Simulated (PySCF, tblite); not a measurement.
# C5H15GeN: geometry, infrared bands and NMR shifts

What infrared bands and NMR shifts should C5H15GeN (`C[CH2][GeH2][CH2]CCN`) show?

The runs use tblite 0.8.0 and PySCF 2.14.0, with density-fitted response routines of our own; the level of theory stands in each step. All values are computed, except where a source is named. Atoms are numbered from 0 throughout.

### Step 1. Starting geometry

22 atoms, charge 0, multiplicity 1; geometry from: force field or distance geometry start.

Bonds of the start (Å): C0–C1 1.50, C1–Ge2 1.93, Ge2–C3 1.95, C3–C4 1.50, C4–C5 1.51, C5–N6 1.44, C0–H7 1.12, C0–H8 1.09, C0–H9 1.13, C1–H10 1.10, C1–H11 1.12, Ge2–H12 1.54, Ge2–H13 1.55, C3–H14 1.10, C3–H15 1.12, C4–H16 1.10, C4–H17 1.11, C5–H18 1.11, C5–H19 1.13, N6–H20 1.03, N6–H21 1.04.

### Step 2. Optimising the geometry with GFN2-xTB

The job: settings as JSON, then the geometry in Å.

```
{"job": {"kind": "relax", "xc": "GFN2-xTB", "basis": "xTB"}, "charge": 0, "multiplicity": 1}
C     -3.133300     1.066300    -0.036900
C     -2.768300    -0.316700     0.426900
Ge    -1.124600    -0.827000    -0.440500
C      0.388200     0.059300     0.423600
C      1.585500    -0.766300     0.048600
C      2.890300    -0.266600     0.609300
N      3.228200     1.072300     0.212300
H     -2.486200     1.395700    -0.892500
H     -2.964200     1.755300     0.796500
H     -4.213200     1.083800    -0.373100
H     -2.644100    -0.385300     1.520100
H     -3.540700    -1.067100     0.126600
H     -0.860700    -2.343800    -0.405400
H     -1.171000    -0.261600    -1.888200
H      0.415300     1.096400     0.062100
H      0.187100     0.032700     1.529900
H      1.433700    -1.811000     0.367200
H      1.649100    -0.777300    -1.059300
H      3.672400    -0.939800     0.197000
H      2.955300    -0.431000     1.724700
H      2.437100     1.636500    -0.134600
H      4.053700     1.014600    -0.418400
```

Started as:

```bash
> OMP_NUM_THREADS=1 python probes_run.py task.json out
```

This one command runs all jobs of the session in turn.

**Question.** This job is followed by: GFN2-xTB harmonic vibrations, gas phase; GIAO PBE0/pcSseg-1 NMR shielding, non-relativistic, gas phase. Predict these results of the whole session: strongest single infrared mode (GFN2-xTB); zero-point energy (GFN2-xTB); ¹³C shifts against TMS (PBE0/pcSseg-1); ¹H shifts against TMS (PBE0/pcSseg-1, means over atoms taken as alike); ⁷³Ge shifts against GeMe4 (PBE0/pcSseg-1); ¹⁵N shifts against NH3 (PBE0/pcSseg-1).

The runs gave:

| quantity | value |
| --- | --- |
| strongest single infrared mode (GFN2-xTB) | 1984 cm⁻¹, 550 km/mol |
| zero-point energy (GFN2-xTB) | 118.1 kcal/mol |
| ¹³C shifts against TMS (PBE0/pcSseg-1) | 50.6, 36.4, 13.1, 9.8, 9.4 ppm |
| ¹H shifts against TMS (PBE0/pcSseg-1, means over atoms taken as alike) | 3.80, 2.78, 1.24, 1.22, 0.96, 0.80, 0.55 ppm |
| ⁷³Ge shifts against GeMe4 (PBE0/pcSseg-1) | -121 ppm |
| ¹⁵N shifts against NH3 (PBE0/pcSseg-1) | 33.5 ppm |

**Reading.** Relaxing lowered the energy by 0.803 eV in 126 steps; the close pair that moved most is C1–Ge2, from 1.927 to 1.986 Å. No mode is imaginary among the 60: a minimum at this level. The strongest single mode, at 1984 cm⁻¹, moves mainly H12 and H13. GFN2-xTB is a fitted tight-binding method: band positions and strengths are rough. Its intensities can rank the bands wrongly. At PBE0/pcSseg-1: Shielding is most anisotropic at Ge2 (span 228 ppm, paramagnetic term -1305 ppm). Spin-orbit coupling is left out, which matters for shieldings and couplings at and beside the heavy atoms.
